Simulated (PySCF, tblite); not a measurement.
# C₇H₉NOSi: geometry, infrared bands and NMR shifts

Aim: predict the infrared bands and NMR shifts of C₇H₉NOSi (`N#C/C=C/C1=CC[SiH2]CO1`).

Programs: tblite 0.8.0 and PySCF 2.14.0, with density-fitted response routines of our own. Each step states its level of theory. These are calculated values for one molecule in the gas phase, unless marked as measured. Atoms are numbered from 0 throughout.

## 1. The molecule as given

19 atoms, charge 0, multiplicity 1; geometry from: force field or distance geometry start.

Bonds of the start (Å): N0–C1 1.17, C1–C2 1.41, C2–C3 1.36, C3–C4 1.46, C4–C5 1.36, C5–C6 1.50, C6–Si7 1.88, Si7–C8 1.87, C8–O9 1.43, O9–C4 1.38, C2–H10 1.08, C3–H11 1.08, C5–H12 1.08, C6–H13 1.09, C6–H14 1.09, Si7–H15 1.49, Si7–H16 1.49, C8–H17 1.10, C8–H18 1.10.

## 2. Relaxing the molecule with GFN2-xTB

What the job is given:

```
{"job": {"kind": "relax", "xc": "GFN2-xTB", "basis": "xTB"}, "charge": 0, "multiplicity": 1}
N      5.344000    -0.146100    -0.584100
C      4.225300    -0.182900    -0.244100
C      2.885100    -0.241700     0.192200
C      1.861800     0.071900    -0.647100
C      0.452900     0.034000    -0.269800
C     -0.494600     0.344700    -1.195000
C     -1.991700     0.313400    -1.045800
Si    -2.572300    -0.315800     0.625500
C     -1.030200    -0.003000     1.627200
O      0.223500    -0.352300     1.033200
H      2.694600    -0.536600     1.214600
H      2.089000     0.352200    -1.661500
H     -0.172500     0.637700    -2.182500
H     -2.369000     1.326000    -1.195700
H     -2.419400    -0.306900    -1.832900
H     -2.891900    -1.773200     0.568200
H     -3.756800     0.438100     1.127200
H     -1.101300    -0.553400     2.571800
H     -0.986100     1.067900     1.891200
```

Command:

```
$ OMP_NUM_THREADS=1 python probes_run.py task.json out
```

One launch serves the whole session: the jobs run in the order shown.

**Question.** This job is followed by: GFN2-xTB harmonic vibrations, gas phase; GIAO PBE0/pcSseg-1 NMR shielding, non-relativistic, gas phase. What will the session give for the following? strongest single infrared mode (GFN2-xTB); zero-point energy (GFN2-xTB); 13C shifts against TMS (PBE0/pcSseg-1); 1H shifts against TMS (PBE0/pcSseg-1, means over atoms taken as alike); 15N shifts against NH3 (PBE0/pcSseg-1); 29Si shifts against TMS (PBE0/pcSseg-1); 17O shifts against H2O (PBE0/pcSseg-1).

As calculated:

| quantity | value |
| --- | --- |
| strongest single infrared mode (GFN2-xTB) | 2282 cm⁻¹, 401 km/mol |
| zero-point energy (GFN2-xTB) | 86.1 kcal/mol |
| 13C shifts against TMS (PBE0/pcSseg-1) | 159.7, 156.3, 123.7, 116.5, 101.7, 57.1, 7.3 ppm |
| 1H shifts against TMS (PBE0/pcSseg-1, means over atoms taken as alike) | 6.67, 5.69, 5.43, 4.26, 4.10, 1.81 ppm |
| 15N shifts against NH3 (PBE0/pcSseg-1) | 322.9 ppm |
| 29Si shifts against TMS (PBE0/pcSseg-1) | -65.9 ppm |
| 17O shifts against H2O (PBE0/pcSseg-1) | 90.4 ppm |

In words: Relaxing lowered the energy by 0.171 eV in 82 steps; the close pair that moved most is Si7–C8, from 1.865 to 1.909 Å. All 51 modes are real, so the xTB geometry is a minimum. The strongest single mode, at 2282 cm⁻¹, moves mainly H16. GFN2-xTB is a fitted tight-binding method: band positions and strengths are rough. Its intensities can rank the bands wrongly. At PBE0/pcSseg-1: The widest tensor belongs to N0: span 426 ppm, with a paramagnetic part of -395 ppm.
